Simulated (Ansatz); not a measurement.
# CH₆NOSi radical: up Jacob's ladder to CCSD(T)

How much do the methods differ for CH₆NOSi radical? The plan is to run it at one geometry with functionals of several rungs and with coupled cluster. The yardstick is the atomisation energy at the CCSD(T) limit.

The runs use Ansatz 0.2.0, Gaussian basis; functionals in def2-TZVPP, the program's frozen cores in correlated methods.

Plan: LDA (SPW92), PBE-D4, revPBE-D4, BLYP-D4, r2SCAN-D4, B97M-V, PBE0-D4, B3LYP-D4, r2SCANh-D4, r2SCAN0-D4, HSE06-D4, BHLYP-D4, CAM-B3LYP-D4, LC-ωPBE, ωB97X-V, ωB97M-V, B2PLYP, PBE-QIDH; CCSD(T)/def2-SVP; CCSD(T)/def2-TZVPP; MP2/def2-QZVPP; extrapolation to the limit; RPA on PBE.

## (1) The geometry

An earlier PBE0-D4 in a triple-zeta def2 set relaxation fixed the geometry.

SMILES `CO[SiH2][NH]`, 10 atoms, charge 0, spin multiplicity 2.

Atoms are counted from 1 here; the program's logs count them from 0.

Bond lengths: C1–O2 1.408 Å, C1–H5 1.096 Å, C1–H6 1.091 Å, C1–H7 1.097 Å, O2–Si3 1.640 Å, Si3–N4 1.736 Å, Si3–H8 1.481 Å, Si3–H9 1.491 Å, N4–H10 1.020 Å. Angles: O2–C1–H5 111.3°, O2–C1–H6 108.4°, O2–C1–H7 111.7°, H5–C1–H6 108.4°, H5–C1–H7 108.5°, H6–C1–H7 108.5°, C1–O2–Si3 124.0°, O2–Si3–N4 118.8°, O2–Si3–H8 105.8°, O2–Si3–H9 109.5°, N4–Si3–H8 106.1°, N4–Si3–H9 104.3°, H8–Si3–H9 112.4°, Si3–N4–H10 118.3°.

Geometry (Å):

```csv
atom,x (Å),y (Å),z (Å)
C1,-0.5265,1.3737,0.4401
O2,-0.8408,0.2221,-0.3072
Si3,-0.0267,-1.1964,-0.1895
N4,1.5578,-1.3126,-0.8886
H5,0.3439,1.8929,0.0236
H6,-1.3806,2.0520,0.4048
H7,-0.3180,1.1321,1.4893
H8,-0.8606,-2.1991,-0.8913
H9,0.1796,-1.5348,1.2475
H10,1.9552,-0.4810,-1.3259
```

## (2) LDA

This LDA is Slater exchange with PW92 correlation.

in.yaml

```yaml
crystal:
  periodic: [false, false, false]
  atoms:
    - {symbol: C, position_ang: [-0.526467, 1.373672, 0.440116]}
    - {symbol: O, position_ang: [-0.840790, 0.222094, -0.307171]}
    - {symbol: Si, position_ang: [-0.026745, -1.196391, -0.189527]}
    - {symbol: N, position_ang: [1.557811, -1.312588, -0.888646]}
    - {symbol: H, position_ang: [0.343885, 1.892876, 0.023584]}
    - {symbol: H, position_ang: [-1.380634, 2.052006, 0.404762]}
    - {symbol: H, position_ang: [-0.317993, 1.132145, 1.489348]}
    - {symbol: H, position_ang: [-0.860556, -2.199107, -0.891261]}
    - {symbol: H, position_ang: [0.179563, -1.534825, 1.247487]}
    - {symbol: H, position_ang: [1.955226, -0.480983, -1.325893]}
basis:
  gaussian: {orbitals: def2-TZVPP}
magnetization: {spin_polarized: true, initial_magnetization: 1}
hamiltonian: {xc: lda}
output: {orbitals: {seedname: orbitals}}
```

Further steps of the session: PBE-D4 (GGA); revPBE-D4 (GGA); BLYP-D4 (GGA); r2SCAN-D4 (meta-GGA); B97M-V (meta-GGA); PBE0-D4 (hybrid); B3LYP-D4 (hybrid); r2SCANh-D4 (hybrid); r2SCAN0-D4 (hybrid); HSE06-D4 (hybrid); BHLYP-D4 (hybrid); CAM-B3LYP-D4 (range-separated); LC-ωPBE-D4 (range-separated); ωB97X-V (range-separated); ωB97M-V (range-separated); B2PLYP (double hybrid); PBE-QIDH (double hybrid); CCSD(T) in def2-SVP; CCSD(T) in def2-TZVPP; MP2 in def2-QZVPP; RPA on PBE orbitals.

Q: Predict the results of all the runs planned. Wanted: atomisation energy, CCSD(T)/CBS; farthest beyond LDA; mean size of error, GGA; mean size of error, meta-GGA; mean size of error, hybrid; mean size of error, range-separated; mean size of error, double hybrid; gap, smallest and largest; T1 diagnostic.

As calculated:

```
                               quantity                                                             value
        atomisation energy, CCSD(T)/CBS                                                    824.7 kcal/mol
functionals within 4.1 kcal/mol (0.5 %)  BLYP-D4, r2SCAN-D4, B97M-V, PBE0-D4, B3LYP-D4, HSE06-D4, ωB97M-V
                    farthest beyond LDA                                         BHLYP-D4 (-20.1 kcal/mol)
                mean size of error, GGA                                                      7.8 kcal/mol
           mean size of error, meta-GGA                                                      1.6 kcal/mol
             mean size of error, hybrid                                                      8.0 kcal/mol
    mean size of error, range-separated                                                      5.0 kcal/mol
      mean size of error, double hybrid                                                      9.9 kcal/mol
              gap, smallest and largest                         1.03 eV (LDA (SPW92)), 10.02 eV (LC-ωPBE)
                          T1 diagnostic                                                            0.0135
triples share of the correlation energy                                                             3.4 %
```

What this shows: The LDA atomisation energy is off by 114.9 kcal/mol (14 %): it overbinds. PBE-D4 is off by +11.8 kcal/mol. Double hybrids carry the basis error of their MP2 part in triple zeta, and no dispersion term here, so their miss is partly the set-up's. Taken by rung, meta-GGA functionals do best (1.6 kcal/mol on average) and double hybrid ones worst beyond LDA (9.9 kcal/mol). The reference freezes the cores and leaves out relativity and excitations past (T), so misses under about 4.1 kcal/mol can't be ranked. Hartree-Fock recovers 72 % of the binding; the rest is correlation. CCSD(T) in def2-SVP is off by -61.3 kcal/mol, more than most functionals: a good method in a small basis is no reference. Orbital gaps span 1.0 to 10.0 eV; exact exchange widens them.
